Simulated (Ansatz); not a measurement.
# B2GeH (quartet): from Hartree-Fock to the top rungs, cc-pVDZ

One table from this session's results is given with a row withheld; the runs are named, their logs left out.

Method: cc-pVDZ, core rule «outside noble gas», up to 16 orbitals frozen; program: Ansatz 0.2.0, Gaussian basis.

The runs, in order: UHF; CCSD(T) on ROHF; CCSD(T) on UHF; BCCD(T) on ROHF; CISD; CCSDT(Q) on ROHF; CCSDT(Q) on UHF.

33 further runs of the same task are left out: 22 that didn't finish, 11 set aside as unsound or not needed.

### What is computed

The geometry is a PBE0/def2-TZVP stationary point (not a proven minimum). No spin-orbit coupling is included. The filled d shell of Ge may be among the frozen orbitals whatever the setting's name suggests; the logs give the count.

4 atoms, charge 0, spin multiplicity 4.

Atoms are counted from 1 here; the program's logs count them from 0.

Bond lengths: B1–Ge2 2.121 Å, B1–B3 1.683 Å, Ge2–B3 2.022 Å, B3–H4 1.189 Å. Angles: Ge2–B1–B3 63.0°, B1–Ge2–B3 47.9°, B1–B3–Ge2 69.2°, B1–B3–H4 135.9°, Ge2–B3–H4 150.2°.

Coordinates:

```xyz
4
B2GeH
B     0.0134   -1.0596   -1.3555
Ge    0.0042    0.0462    0.4549
B    -0.0575    0.6170   -1.4835
H     0.1718    1.4195   -2.3301
```

Set-up of the first run:

Contents of in.yaml:

```yaml
crystal:
  periodic: [false, false, false]
  atoms:
    - {symbol: B, position_ang: [0.013443, -1.059555, -1.355486]}
    - {symbol: Ge, position_ang: [0.004178, 0.046165, 0.454861]}
    - {symbol: B, position_ang: [-0.057533, 0.617024, -1.483527]}
    - {symbol: H, position_ang: [0.171821, 1.419494, -2.330052]}
basis:
  gaussian: {orbitals: cc-pVDZ}
magnetization: {spin_polarized: true, initial_magnetization: 3}
hamiltonian: {xc: hf}
output: {orbitals: {seedname: orbitals}}
```

On the command line:

```bash
ansatz run in.yaml --threads 1 --pin off --events-out ev --progress --plain --max-ram 2393MiB
```

Among the steps run: UHF; CCSD(T) on ROHF; CCSD(T) on UHF; BCCD(T) on ROHF; CISD; CCSDT(Q) on ROHF; CCSDT(Q) on UHF.

One of the session's tables, all rows but one given; the rest of the session is left out.

It belongs to the step «Misses and costs». 

| method | from UCCSDT(Q) (kcal/mol) |
| --- | --- |
| ROHF | +157.43 |
| UHF | +153.88 |
| RMP2 | +32.43 |
| UMP2 | +32.67 |
| CISD | +22.55 |
| RCCSD | +9.68 |
| UCCSD | +9.54 |
| RCCSD(T) | +1.99 |
| UCCSD(T) | +1.93 |
| BCCD(T) | ? |
| RCCSDT | +0.76 |
| UCCSDT | +0.67 |
| RCCSDT(Q) | +0.12 |
| UCCSDT(Q) | 0 |

Estimate the missing values for BCCD(T).

As computed: from UCCSDT(Q) (kcal/mol): +1.83. In the column «from UCCSDT(Q) (kcal/mol)» it lies between RCCSDT (+0.76) and UCCSD(T) (+1.93).

With the free atoms at the same levels and basis (separate runs), the atomisation energy is 9.211 eV at UCCSDT(Q), 9.163 eV at RCCSD(T), 9.155 eV at UCCSD(T), 7.475 eV at ROHF.

Limits of these values: Restricted and unrestricted rows rest on different reference determinants; where their highest levels disagree by more than a few hundredths of an eV, they describe different states and don't form one ladder.
